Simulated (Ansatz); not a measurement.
# Ir: a tetragonal deformation path

One table from this session's results is given with a row withheld; the runs are named, their logs left out.

Method: DFT r2SCAN, scalar-relativistic, plane waves, PAW, in Ansatz 0.2.0.

### The structure to begin with

Symmetry: Fm-3m, No. 225, cubic system. The conventional cell has a = 3.839 Å, b = 3.839 Å, c = 3.839 Å, α = 90.00°, β = 90.00°, γ = 90.00°. Around Ir (site symmetry m-3m) lie 12 Ir at 2.71 Å.

Structure file:

```
Ir
1.0
     0.00000    1.91970    1.91970
     1.91970    0.00000    1.91970
     1.91970    1.91970    0.00000
Ir
1
Direct
  0.00000 0.00000 0.00000
```

No relaxation comes first: the listed cell is the starting point.

### The reference cell

Reference values: F = -11948.7278 eV; pressure 1.51 GPa; largest force 0.000 eV/Å; gap on the mesh none (metal). It was computed beforehand with the settings of the runs below.

Set-up of the first run:

At fixed volume and fractional coordinates, lengths along (0.000, 0.000, 1.000) are scaled against those across it; ρ is that ratio over its starting value.

Contents of input.yaml:

```yaml
crystal:
  lattice:
    - [0.0, 2.154898871, 1.5235135018]
    - [2.154898871, 0.0, 1.5235135018]
    - [2.154898871, 2.154898871, 0.0]
  atoms:
    - { symbol: Ir, position: [0.0, 0.0, 0.0] }
basis:
  ecutwfc: 500
kpoints:
  mp_grid: { grid: [24, 24, 24] }
hamiltonian:
  xc: r2scan
scf:
  occupations: { method: gaussian, width: 0.15 }
output:
  forces: true
  stress: true
  eigenvalues: true
```

On the command line:

```
$ ansatz run input.yaml --threads 1 --pin off --max-ram 2560MiB --backend cpu --events-out ev --progress --plain --runs-dir out
```

Steps of the session up to this table: ρ = 0.707; At ρ = 1.414; At ρ = 0.850; At ρ = 1.200; At ρ = 0.780; ρ = 1.300; At ρ = 0.920; At ρ = 1.100; Point ρ = 0.650; Point ρ = 1.500; Point ρ = 0.960; At ρ = 1.050.

One of the session's tables, all rows but one given; the rest of the session is left out.

Collected from the runs (energy zero: the undisturbed cell):

```
    ρ  ΔE (meV/atom)  pressure (GPa)
0.650          580.8            12.6
0.707          711.3            14.5
0.780          529.0            11.2
0.850          264.6             6.4
0.920           76.2             3.0
0.960           18.9             1.9
1.000            0.0             1.5
1.050           28.0             2.1
1.100              ?               ?
1.200          374.3            10.4
1.300          720.7            20.5
1.414         1172.5            35.5
1.500         1546.0            49.4
```

Estimate the missing values for ρ = 1.100.

Worked estimate for «ΔE (meV/atom)». A straight line through the neighbours (1.050, 28.0) and (1.200, 374.3) gives 28.0 + (374.3 − 28.0) × (1.100 − 1.050) / (1.200 − 1.050) = 143.4; a parabola fitted to 4 rows on both sides gives 121.3.

**Answer.** ΔE (meV/atom): 106.9; pressure (GPa): 3.9. In «ΔE (meV/atom)» the line misses by +36.5 and the parabola by +14.4.
